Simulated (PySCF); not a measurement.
**[Pm(PH3)]3+: other functionals and bases at one geometry**

One table from this session's results is given with a row withheld; the runs are named, their logs left out.

Computed with PySCF 2.14.0. Level: several levels, as the steps say, no spin–orbit coupling.

1 further run of the same task is left out (for a known fault of the program).

## The system as given

5 atoms, charge 3, spin multiplicity 1.

Bond lengths: Pm1–P2 2.977 Å, P2–H3 1.427 Å, P2–H4 1.427 Å, P2–H5 1.427 Å. Angles: Pm1–P2–H3 111.7°, Pm1–P2–H4 111.7°, Pm1–P2–H5 111.7°, H3–P2–H4 107.1°, H3–P2–H5 107.1°, H4–P2–H5 107.1°.

Coordinates:

```csv
atom,x (Å),y (Å),z (Å)
Pm1,0.0000,0.0000,-0.4661
P2,0.0000,0.0000,2.5110
H3,1.3256,0.0000,3.0397
H4,-0.6628,1.1480,3.0397
H5,-0.6628,-1.1480,3.0397
```

Formal oxidation states: Pm +3. Each metal's 4 4f electrons lie in its core potential, so multiplicities, spins and levels count the valence alone. An earlier session relaxed this geometry at PBE0, Pm lcecp-1-SVP with ECP50, P def2-SVP, H def2-SVP (singlet, point group C3v).

At PBE0 on the finer grid: E = -375.701729 Eh, HOMO -23.87 eV, LUMO -19.37 eV, Mulliken charge on Pm1 +2.33 e, largest force component 0.021 eV/Å. 

Levels to run: B3LYP; TPSS; PBE0, TZVP. Hardware: 2 threads of Arm Neoverse V2, shared host.

Set-up of the first run:

Input file run.py (the lines that set the calculation):

```python
mol = gto.M(atom='''
Pm     0.00000     0.00000    -0.46609
P      0.00000     0.00000     2.51098
H      1.32555    -0.00001     3.03969
H     -0.66277     1.14797     3.03969
H     -0.66278    -1.14796     3.03969''',
    basis={'Pm': 'lcecp-1-SVP', 'P': 'def2-SVP', 'H': 'def2-SVP'},
    ecp={'Pm': 'lcecp-1-SVP'},
    charge=3, spin=0)
mf = dft.RKS(mol, xc='B3LYP')
mf.grids.atom_grid = (75, 302)  # f atoms: unpruned, at least (60, 302)
mf = mf.density_fit()  # fitting sets: Pm AutoAux, P def2-universal-JKFIT, H def2-universal-JKFIT
mf.conv_tol = 1e-08; mf.max_cycle = 55
mf.kernel(dm0)  # dm0: the density of the relaxed state
```

Started as:

```console
> OMP_NUM_THREADS=2 python run.py
```

Steps of the session up to this table: B3LYP; TPSS; PBE0, TZVP.

One table of the session follows, with a row left open; its other results are not shown here.

| level | HOMO (eV) | gap (eV) | charge on Pm1 (e) | dipole (D) | largest force component (eV/Å) |
| --- | --- | --- | --- | --- | --- |
| PBE0 (relaxed here) | -23.87 | 4.50 | 2.33 | 2.05 | 0.02 |
| B3LYP | -23.65 | 3.92 | 2.30 | 2.13 | 0.15 |
| TPSS | -22.96 | 2.80 | 2.32 | 2.22 | 0.17 |
| PBE0, TZVP | ? | ? | ? | ? | ? |

Q: Estimate the row for PBE0, TZVP from the others.

The run gave: HOMO (eV): -23.76; gap (eV): 4.46; charge on Pm1 (e): 2.37; dipole (D): 2.21; largest force component (eV/Å): 0.17. In the column «HOMO (eV)» it lies between PBE0 (relaxed here) (-23.87) and B3LYP (-23.65).

The dipole of a charged species depends on the origin, so these sizes hold for this origin alone.

In one basis the HOMO–LUMO gap runs from 2.80 eV (TPSS) to 4.50 eV (PBE0). The largest leftover force, 0.17 eV/Å with PBE0, TZVP, stands at a geometry relaxed at another level. With 4f in the core, its levels are missing from HOMO and gap, and its count is fixed, so no charge can pass from the ligands into it. Total energies of different levels can't be compared.
